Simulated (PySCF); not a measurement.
# H2O4Ta (Ta(O)2(OH)2-): the cost of one run

The runs use PySCF 2.14.0; B3LYP, Ta def2-SVP with ECP60, O def2-SVP, H def2-SVP; scalar-relativistic core potentials, no spin–orbit coupling.

2 further runs of the same task are left out: 1 for a known fault of the program, 1 that didn't finish.

### Step 1. Where the work starts

7 atoms, charge -1, spin multiplicity 1.

Bond lengths: Ta1–O2 1.554 Å, Ta1–O3 1.554 Å, Ta1–O4 1.848 Å, Ta1–O6 1.848 Å, O4–H5 0.966 Å, O6–H7 0.966 Å. Angles: O2–Ta1–O3 90.0°, O2–Ta1–O4 180.0°, O2–Ta1–O6 90.0°, O3–Ta1–O4 90.0°, O3–Ta1–O6 180.0°, O4–Ta1–O6 90.0°, Ta1–O4–H5 158.7°, Ta1–O6–H7 158.7°.

Coordinates:

```xyz
7
H2O4Ta
Ta    0.0000    0.0000    0.0000
O     1.5540    0.0000    0.0000
O     0.0000    1.5540    0.0000
O    -1.8480    0.0000    0.0000
H    -2.7480    0.0000    0.3500
O     0.0000   -1.8480    0.0000
H     0.0000   -2.7480    0.3500
```

Formal oxidation states: Ta +5.

### Step 2. SCF at the start, singlet

The input, run.py (the lines that set the calculation):

```python
mol = gto.M(atom='''
Ta     0.00000     0.00000     0.00000
O      1.55400     0.00000     0.00000
O      0.00000     1.55400     0.00000
O     -1.84800     0.00000     0.00000
H     -2.74800     0.00000     0.35000
O      0.00000    -1.84800     0.00000
H      0.00000    -2.74800     0.35000''',
    basis={'Ta': 'def2-SVP', 'O': 'def2-SVP', 'H': 'def2-SVP'},
    ecp={'Ta': 'def2-SVP'},
    charge=-1, spin=0)
mf = dft.RKS(mol, xc='B3LYP')
mf.grids.atom_grid = (50, 194)
mf = mf.density_fit()  # fitting sets: Ta def2-universal-JKFIT, O def2-universal-JKFIT, H def2-universal-JKFIT
mf.conv_tol = 1e-08; mf.max_cycle = 55
mf.kernel(dm0)  # dm0: free metal ions and neutral atoms
```

On the command line:

```bash
$ OMP_NUM_THREADS=2 python run.py
```

**Question.** How long does this run take on 2 threads of Arm Neoverse V1, shared host, and how much memory does it need?

About 2.4 s, with a peak of 0.47 GiB.
